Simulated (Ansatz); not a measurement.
# C2H9BOSi: one species, many methods

The task here is to estimate one member of a computed series from the others.

Computed with Ansatz 0.2.0, Gaussian basis. Level: functionals in def2-TZVPP, the program's frozen cores in correlated methods.

Plan: PBE-D4, r2SCAN-D4, PBE0-D4, B3LYP-D4, ωB97X-V, ωB97M-V, B2PLYP; CCSD(T)/def2-TZVPP; MP2/def2-QZVPP; extrapolation to the limit.

## The relaxed structure

An earlier PBE0-D4 in a triple-zeta def2 set relaxation fixed the geometry.

SMILES `BO[SiH](C)C`, 14 atoms, charge 0, spin multiplicity 1.

Atoms are counted from 1 here; the program's logs count them from 0.

Bond lengths: B1–O2 1.341 Å, B1–H6 1.201 Å, B1–H7 1.205 Å, O2–Si3 1.668 Å, Si3–C4 1.861 Å, Si3–C5 1.858 Å, Si3–H8 1.487 Å, C4–H9 1.094 Å, C4–H10 1.092 Å, C4–H11 1.093 Å, C5–H12 1.093 Å, C5–H13 1.093 Å, C5–H14 1.092 Å. Angles: O2–B1–H6 118.2°, O2–B1–H7 120.6°, H6–B1–H7 121.2°, B1–O2–Si3 134.7°, O2–Si3–C4 111.4°, O2–Si3–C5 107.2°, O2–Si3–H8 105.7°, C4–Si3–C5 112.2°, C4–Si3–H8 110.0°, C5–Si3–H8 110.2°, Si3–C4–H9 109.7°, Si3–C4–H10 111.6°, Si3–C4–H11 111.6°, H9–C4–H10 107.9°, H9–C4–H11 108.0°, H10–C4–H11 108.0°, Si3–C5–H12 111.0°, Si3–C5–H13 110.7° and more.

The first run:

Input file in.yaml:

```yaml
crystal:
  periodic: [false, false, false]
  atoms:
    - {symbol: B, position_ang: [-0.000517, 2.341475, 0.497739]}
    - {symbol: O, position_ang: [0.754096, 1.242127, 0.351997]}
    - {symbol: Si, position_ang: [0.526248, -0.251328, -0.355100]}
    - {symbol: C, position_ang: [-1.179761, -0.404232, -1.081946]}
    - {symbol: C, position_ang: [0.848255, -1.532124, 0.952003]}
    - {symbol: H, position_ang: [0.469970, 3.280228, 1.079732]}
    - {symbol: H, position_ang: [-1.121381, 2.379491, 0.056383]}
    - {symbol: H, position_ang: [1.548428, -0.346662, -1.431250]}
    - {symbol: H, position_ang: [-1.288009, -1.379272, -1.565617]}
    - {symbol: H, position_ang: [-1.366115, 0.365886, -1.833638]}
    - {symbol: H, position_ang: [-1.952411, -0.321143, -0.313624]}
    - {symbol: H, position_ang: [0.106535, -1.470784, 1.752617]}
    - {symbol: H, position_ang: [0.803867, -2.538023, 0.525866]}
    - {symbol: H, position_ang: [1.837793, -1.394938, 1.393539]}
basis:
  gaussian: {orbitals: def2-TZVPP}
hamiltonian: {xc: pbe, dispersion: d4}
output: {forces: true, orbitals: {seedname: orbitals}}
```

Run with:

```sh
$ ansatz run in.yaml --threads 4 --pin off --events-out ev --progress --plain --max-ram 10444MiB
```

Among the steps run: PBE-D4 (GGA); r2SCAN-D4 (meta-GGA); PBE0-D4 (hybrid); B3LYP-D4 (hybrid); ωB97X-V (range-separated); ωB97M-V (range-separated); B2PLYP (double hybrid); CCSD(T) in def2-TZVPP; MP2 in def2-QZVPP.

One of the session's tables, all rows but one given; the rest of the session is left out.

| method | atomisation energy (eV) |
| --- | --- |
| PBE-D4 | ? |
| r2SCAN-D4 | 55.583 |
| PBE0-D4 | 55.302 |
| B3LYP-D4 | 55.494 |
| ωB97X-V | 55.540 |
| ωB97M-V | 55.616 |
| B2PLYP | 54.948 |
| HF/def2-TZVPP | 42.678 |
| MP2/def2-TZVPP | 54.746 |
| CCSD/def2-TZVPP | 53.607 |
| CCSD(T)/def2-TZVPP | 54.176 |
| MP2/CBS | 55.966 |
| CCSD(T)/CBS | 55.396 |

Q: Estimate the row for PBE-D4 from the others.

The run gave: atomisation energy (eV): 55.801. In the column «atomisation energy (eV)» it lies between ωB97M-V (55.616) and MP2/CBS (55.966).

Limits of these values: Free atoms (1 B, 1 O, 1 Si, 2 C, 9 H) were run apart at each level; the atomisation energy is their sum less the molecule, without zero-point or spin-orbit terms.
